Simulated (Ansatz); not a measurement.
**InNH4 (SMILES [NH2][InH2]): B3LYP/def2-SVP (core potential)**

What is the energy change on altering one bond length of InNH4 at B3LYP/def2-SVP (core potential)? 

The calculation is run with Ansatz 0.2.0.

47 further runs of the same task are left out: 47 set aside as unsound or not needed.

## Step 1: The system as given

InNH4: 6 atoms, total charge 0, spin state singlet. As SMILES, `[NH2][InH2]`. Geometry: relaxed at PBE0-D4/def2-TZVP.

Bond lengths: N1–In2 2.007 Å, N1–H3 1.006 Å, N1–H4 1.006 Å, In2–H5 1.712 Å, In2–H6 1.712 Å. Angles: N1–In2–H5 115.0°, N1–In2–H6 115.0°, In2–N1–H3 124.3°, In2–N1–H4 124.3°, H5–In2–H6 130.0°, H3–N1–H4 111.3°.

## Step 2: A single-point energy at B3LYP/def2-SVP (core potential)

molecule.yaml

```yaml
basis:
  gaussian:
    orbitals: def2-SVP
crystal:
  periodic: [false, false, false]
  atoms:
    - symbol: N
      position_ang: [-0.092200, -1.060500, 0.036600]
    - symbol: In
      position_ang: [0.095300, 0.935900, -0.048300]
    - symbol: H
      position_ang: [-0.598000, -1.552900, 0.753400]
    - symbol: H
      position_ang: [0.311900, -1.697300, -0.629300]
    - symbol: H
      position_ang: [1.012500, 1.520500, -1.370700]
    - symbol: H
      position_ang: [-0.687400, 1.790300, 1.212100]
magnetization:
  spin_polarized: false
  initial_magnetization: 0
output: {orbitals: {seedname: orbitals}}
hamiltonian:
  xc: {name: B3LYP}
accuracy: high
```

Run with:

```console
$ ansatz run molecule.yaml --threads 1 --pin off --max-ram 3480MiB --events-out events.jsonl --progress --plain --runs-dir runs
```

What it wrote:

```text
Warning: RAYON_NUM_THREADS=1 ignored (pool sized by the plan → 1); use --threads N
Functional definition: B3LYP
  name "B3LYP"
  parameter a0 = 0.2
  parameter ax = 0.72
  parameter ac = 0.81
  exchange = (1 - a0 - ax)*slater_x + ax*b88_x + a0*exact_x
  correlation = (1 - ac)*vwn_rpa_c + ac*lyp_c
1456 factors; integrals over basis functions are off by at most 3.0e-9 eV
mean field evaluation 1: about -6721.1629 eV, gradient 6.1e1 eV
mean field evaluation 2: about -6677.8843 eV, gradient 1.2e2 eV
mean field evaluation 4: about -6729.0020 eV, gradient 2.7e0 eV
mean field evaluation 8: about -6729.0253 eV, gradient 1.2e-2 eV
mean field evaluation 16: about -6729.0253 eV, gradient 6.8e-7 eV
mean field -6729.02527013 eV, -247.2871175801 hartree, gradient 2.6e-8 eV, S^2 0.000000; 0 other end points of the search recorded, 0 dependent functions left out
reference -6729.02530729 eV, -247.2871189458 hartree; 16, 16 occupied and 44, 44 virtual orbitals, 1456 factors
Total energy: -6729.02530729 eV, -247.2871189458 hartree
```

Wall time 6 s (1 thread of Arm Neoverse N1, shared host); peak memory 0.17 GiB.

## Step 3: The distorted shape, same level

run.yaml

```yaml
crystal:
  periodic: [false, false, false]
  atoms:
    - symbol: N
      position_ang: [-0.152810, -0.964988, 0.136476]
    - symbol: In
      position_ang: [0.034690, 1.031412, 0.051576]
    - symbol: H
      position_ang: [-0.658610, -1.457388, 0.853276]
    - symbol: H
      position_ang: [0.311900, -1.697300, -0.629300]
    - symbol: H
      position_ang: [0.951890, 1.616012, -1.270824]
    - symbol: H
      position_ang: [-0.748010, 1.885812, 1.311976]
basis:
  gaussian:
    orbitals: def2-SVP
hamiltonian:
  xc: {name: B3LYP}
accuracy: high
output: {orbitals: {seedname: orbitals}}
```

Run with:

```console
$ ansatz run run.yaml --threads 1 --pin off --max-ram 3480MiB --events-out events.jsonl --progress --plain --runs-dir runs
```

What it wrote:

```text
Warning: RAYON_NUM_THREADS=1 ignored (pool sized by the plan → 1); use --threads N
[... 7 set-up lines as earlier in the session ...]
1460 factors; integrals over basis functions are off by at most 3.3e-9 eV
mean field evaluation 1: about -6721.0913 eV, gradient 5.9e1 eV
mean field evaluation 2: about -6677.2217 eV, gradient 1.2e2 eV
mean field evaluation 4: about -6728.6589 eV, gradient 3.0e0 eV
mean field evaluation 8: about -6728.6853 eV, gradient 1.5e-2 eV
mean field evaluation 16: about -6728.6853 eV, gradient 2.8e-6 eV
mean field -6728.68531736 eV, -247.2746245461 hartree, gradient 8.6e-8 eV, S^2 0.000000; 0 other end points of the search recorded, 0 dependent functions left out
reference -6728.68535498 eV, -247.2746259289 hartree; 16, 16 occupied and 44, 44 virtual orbitals, 1460 factors
Total energy: -6728.68535498 eV, -247.2746259289 hartree
```

Run time: 6 s. Hardware: 1 thread of Arm Neoverse N1, shared host; peak memory 0.17 GiB.

## Step 4: Outcome

Level: B3LYP/def2-SVP (core potential).

```
                                                         quantity          value
                                        first shape: total energy  -247.28712 Eh
                                         first shape: HOMO energy       -6.53 eV
                                         first shape: LUMO energy       -1.18 eV
                                       first shape: HOMO–LUMO gap        5.35 eV
                                    distorted shape: total energy  -247.27463 Eh
                                     distorted shape: HOMO energy       -6.48 eV
                                     distorted shape: LUMO energy       -1.17 eV
                                   distorted shape: HOMO–LUMO gap        5.31 eV
energy change with the N1–H4 bond stretched from 1.006 to 1.157 Å       0.340 eV
```

**Reading.** With the N1–H4 bond stretched from 1.006 to 1.157 Å the energy rises by 0.34 eV (32.8 kJ/mol). The first shape isn't relaxed at this level, so the change isn't measured from a minimum.
